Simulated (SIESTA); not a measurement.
Crystal: Ga3Se.

```xyz
4
Lattice="4.4325 0.0000 0.0000 0.0000 4.4325 0.0000 0.0000 0.0000 4.4325" Properties=species:S:1:pos:R:3 pbc="T T T"
Se    0.0000    0.0000    0.0000
Ga    2.2162    2.2162    0.0000
Ga    2.2162    0.0000    2.2162
Ga    0.0000    2.2162    2.2162
```

The cell comes from a database or a generator and needn't be the stable form of this composition.

- Program: SIESTA 5.4.2
- Task: single point
- Functional: PBEsol
- Potentials or basis: PseudoDojo 0.4 standard (PBEsol files)
- Basis: DZP (energy shift 0.003 Ry; two zetas on semicore shells)
- Grid cutoff: 800 Ry
- Energy shift: 0.003 Ry
- k mesh: 6 × 6 × 6
- Occupations: fermi-dirac, width 0.05 eV
- Spin: no spin polarisation

On this cell: pressure -2.7 GPa; largest force zero by symmetry; band gap on the k mesh none (metal or under the smearing width).

The same run follows on a disturbed copy (atoms moved at random, drawn with an rms of 0.05 Å):

```
Se Ga
1.0
     4.43246    0.00000    0.00000
     0.00000    4.43246    0.00000
     0.00000    0.00000    4.43246
Se Ga
1 3
Direct
  0.00095 0.00236 0.00273
  0.51229 0.49150 0.99960
  0.50638 0.00118 0.49701
  0.00502 0.49849 0.49096
```

What changes?

The energy (extrapolated to zero smearing) moves by +1.3 meV/atom; pressure -2.7 GPa; largest force 0.099 eV/Å; band gap on the k mesh none (metal or under the smearing width).

Forces in eV/Å, atoms in the order of the input:
```
Se   0.038 -0.039 -0.044
Ga  -0.053  0.065 -0.054
Ga  -0.033 -0.063  0.035
Ga   0.047  0.036  0.061
```

Caveats: the basis of atomic orbitals isn't converged, which shifts pressures, moduli and gaps.
